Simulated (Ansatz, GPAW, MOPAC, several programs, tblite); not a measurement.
## What each method gives for SnOSe (Janus 2H monolayer)

SnOSe (Janus 2H monolayer), relaxed with r2SCAN in Ansatz, was computed with several methods. The sheet's in-plane cell has a = 3.413 Å, b = 3.413 Å (γ = 120.0°), and its outermost atoms lie 2.88 Å apart along the normal. Around Sn lie 3 O at 2.22 Å and 3 Se at 2.71 Å; around O lie 3 Sn at 2.22 Å; around Se lie 3 Sn at 2.71 Å. The cell comes from a prototype generator: it can be a known phase or a hypothetical one. Spin polarisation is off.

```
CELL_PARAMETERS angstrom
3.41321 0.00000 0.00000
-1.70660 2.95592 0.00000
0.00000 0.00000 29.70917
ATOMIC_POSITIONS crystal
Sn 0.33333 0.66667 0.31233
O 0.66667 0.33333 0.34664
Se 0.66667 0.33333 0.24984
```
Periodic in the plane only; c spans the vacuum.

Gaps and times are for a single point on this cell. Times are rough, from shared hosts (Intel Xeon Platinum 8488C), and each method has its own mesh and cell size. PM6 (MOPAC), PM7 (MOPAC), GFN1-xTB (tblite), GFN2-xTB (tblite) treat a cluster of cells at its zone centre, which samples few k points: where these miss a band edge, the gap comes out too large for that reason alone. Gaps from k meshes are read at a limited set of points (mesh, symmetry points, PBE's band edges), so each method's own least gap may be somewhat smaller. xTB and the PM methods were fitted mostly to molecules, and can miss a solid's gap by electronvolts. Minimal bases can be far off for gaps. d marks a direct gap, i an indirect one (no mark: not told apart), a dash a value that wasn't computed or didn't pass its checks.

```csv
method,kind,gap (eV),atoms computed,processor time
PM6 (MOPAC),semi-empirical,2.97,27,0.28 s
PM7 (MOPAC),semi-empirical,4.27,27,0.41 s
GFN1-xTB (tblite),tight binding,0,27,1 s
GFN2-xTB (tblite),tight binding,0,27,2.7 s
light PBE (260 eV and a coarse mesh),light plane-wave,overlap 0.45,3,3.7 s
PBE/single zeta (GPAW),small basis,overlap 0.43,3,6.8 s
PBE,semilocal,overlap 0.44,3,11 s
r2SCAN,semilocal,overlap 0.40,3,30 s
```

With PBE and r2SCAN the bands overlap or touch, or nearly. Semilocal functionals can close a real gap, so this doesn't show a metal; small gaps of other methods may in turn close between the points read or with spin-orbit coupling, and the solid may be a semimetal.

No spin-orbit coupling is included; it can move band edges with weight on the heavy atoms by tenths of an eV.
